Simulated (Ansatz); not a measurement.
What does this script print? It uses the Ansatz DFT code, driven from Python.

Script `restart_lapb3.py`:
```python
# -*- coding: utf-8 -*-
import ansatz as az
import numpy as np

vectors = np.array([
    [4.893, 0.0, 0.0],
    [0.0, 4.893, 0.0],
    [0.0, 0.0, 4.893],
])
cell = (
    az.Lattice.of(vectors)
    .atom("La", (0.0, 0.0, 0.0))
    .atom("Pb", (0.0, 0.5, 0.5))
    .atom("Pb", (0.5, 0.0, 0.5))
    .atom("Pb", (0.5, 0.5, 0.0))
)

calculation = (
    cell.calculation()
    .functional("lda")
    .occupations("gaussian", width=0.05)
)
coarse = calculation.kpoints(*(2, 2, 2)).checkpoint(write="state").run(threads=1).report
warm = calculation.kpoints(*(5, 5, 5)).checkpoint(read="state").run(threads=1).report
cold = calculation.kpoints(*(5, 5, 5)).run(threads=1).report
for label, rep in (("coarse", coarse), ("fine, from the saved density", warm), ("fine, fresh start", cold)):
    print(f"{label:30s} F = {rep['free_energy_ev']:.5f} eV  iterations {rep['n_iterations']}")
```

Output of `python restart_lapb3.py`:
```text
DeckWarning: basis.ecutwfc = 420 eV, auto-derived from the records' recommended cutoffs: set by La (normal level)
coarse                         F = -40884.03643 eV  iterations 7
fine, from the saved density   F = -40885.24357 eV  iterations 6
fine, fresh start              F = -40885.24357 eV  iterations 7
```
(Warnings from the package without file and line, repeats left out.)

Reading the output:
- Absolute energies stand on the zero of these potentials, so only differences at equal settings mean something. A total without «per atom» is that of the cell as typed.
- The mesh is modest for a metal, so energies can be off by several to tens of meV an atom and pressures by half a GPa or more; differences at equal mesh fare better.
- Spin-orbit coupling, which matters for elements this heavy, is left out.
- The starting cell is as deposited in a crystallographic database; the results hold for this polymorph, which needn't be the stable one.
- Finished in 5 s on 1 thread of Arm Neoverse V2, with other jobs on the host, peak memory 0.44 GiB.

(A comment or docstring line of the script was reworded after the run, the code is as it ran; lines on the test bed's own set-up are left out of the output.)
